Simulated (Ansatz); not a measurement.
**CH₇FOSi₂: a ladder of functionals and wavefunction methods**

One table from this session's results is given with a row withheld; the runs are named, their logs left out.

Program: Ansatz 0.2.0, Gaussian basis. Level of theory: functionals in def2-TZVPP, the program's frozen cores in correlated methods. These are calculated values, not measurements.

Plan: PBE-D4, r2SCAN-D4, PBE0-D4, B3LYP-D4, ωB97X-V, ωB97M-V, B2PLYP; CCSD(T)/def2-TZVPP; MP2/def2-QZVPP; extrapolation to the limit.

**Structure used throughout**

The geometry comes from an earlier relaxation with PBE0-D4 in a triple-zeta def2 set; it is a stationary point, not always the lowest conformer.

SMILES `FC([SiH3])O[SiH3]`, 12 atoms, charge 0, spin multiplicity 1.

Atoms are counted from 1 here; the program's logs count them from 0.

Bond lengths: F1–C2 1.395 Å, C2–Si3 1.913 Å, C2–O4 1.380 Å, C2–H6 1.100 Å, Si3–H7 1.485 Å, Si3–H8 1.485 Å, Si3–H9 1.482 Å, O4–Si5 1.663 Å, Si5–H10 1.482 Å, Si5–H11 1.480 Å, Si5–H12 1.488 Å. Angles: F1–C2–Si3 109.0°, F1–C2–O4 109.5°, F1–C2–H6 105.2°, Si3–C2–O4 109.3°, Si3–C2–H6 113.1°, O4–C2–H6 110.7°, C2–Si3–H7 108.3°, C2–Si3–H8 108.8°, C2–Si3–H9 108.5°, H7–Si3–H8 109.8°, H7–Si3–H9 110.7°, H8–Si3–H9 110.7°, C2–O4–Si5 123.6°, O4–Si5–H10 111.6°, O4–Si5–H11 105.6°, O4–Si5–H12 108.8°, H10–Si5–H11 110.1°, H10–Si5–H12 109.6° and more.

Coordinates:

```
atom    x (Å)    y (Å)    z (Å)
  F1  -1.6046   0.3116   0.5432
  C2  -0.5383  -0.3003  -0.1155
 Si3  -0.2962  -2.0603   0.5946
  O4   0.6109   0.4360   0.0866
 Si5   0.8024   2.0048  -0.4297
  H6  -0.8183  -0.2989  -1.1797
  H7   0.8048  -2.7173  -0.1540
  H8  -1.5543  -2.8276   0.4142
  H9   0.0454  -1.9441   2.0322
 H10   0.1753   2.9671   0.5071
 H11   2.2642   2.2294  -0.4883
 H12   0.1858   2.1445  -1.7768
```

The first run:

in.yaml reads:

```yaml
crystal:
  periodic: [false, false, false]
  atoms:
    - {symbol: F, position_ang: [-1.604584, 0.311581, 0.543238]}
    - {symbol: C, position_ang: [-0.538336, -0.300302, -0.115466]}
    - {symbol: Si, position_ang: [-0.296210, -2.060349, 0.594572]}
    - {symbol: O, position_ang: [0.610851, 0.436038, 0.086597]}
    - {symbol: Si, position_ang: [0.802417, 2.004751, -0.429670]}
    - {symbol: H, position_ang: [-0.818292, -0.298926, -1.179715]}
    - {symbol: H, position_ang: [0.804781, -2.717265, -0.154050]}
    - {symbol: H, position_ang: [-1.554324, -2.827593, 0.414203]}
    - {symbol: H, position_ang: [0.045369, -1.944129, 2.032170]}
    - {symbol: H, position_ang: [0.175291, 2.967100, 0.507116]}
    - {symbol: H, position_ang: [2.264158, 2.229419, -0.488289]}
    - {symbol: H, position_ang: [0.185779, 2.144476, -1.776809]}
basis:
  gaussian: {orbitals: def2-TZVPP}
hamiltonian: {xc: pbe, dispersion: d4}
output: {forces: true, orbitals: {seedname: orbitals}}
```

Command:

```sh
ansatz run in.yaml --threads 4 --pin off --events-out ev --progress --plain --max-ram 10444MiB
```

Steps of the session up to this table: PBE-D4 (GGA); r2SCAN-D4 (meta-GGA); PBE0-D4 (hybrid); B3LYP-D4 (hybrid); ωB97X-V (range-separated); ωB97M-V (range-separated); B2PLYP (double hybrid); CCSD(T) in def2-TZVPP; MP2 in def2-QZVPP.

One of the session's tables, all rows but one given; the rest of the session is left out.

It belongs to the step «Atomisation energies». 

```
            method  atomisation energy (kJ/mol)
            PBE-D4                       4043.5
         r2SCAN-D4                       4025.4
           PBE0-D4                       3982.0
          B3LYP-D4                       4020.3
           ωB97X-V                       4054.9
           ωB97M-V                            ?
            B2PLYP                       3975.4
     HF/def2-TZVPP                       2952.9
    MP2/def2-TZVPP                       3965.5
   CCSD/def2-TZVPP                       3875.2
CCSD(T)/def2-TZVPP                       3925.4
           MP2/CBS                       4074.6
       CCSD(T)/CBS                       4034.4
```

Estimate the missing values for ωB97M-V.

As computed: atomisation energy (kJ/mol): 4037.1. In the column «atomisation energy (kJ/mol)» it lies between CCSD(T)/CBS (4034.4) and PBE-D4 (4043.5).

To keep in mind: Free atoms (1 F, 1 C, 2 Si, 1 O, 7 H) were run apart at each level; the atomisation energy is their sum less the molecule, without zero-point or spin-orbit terms.
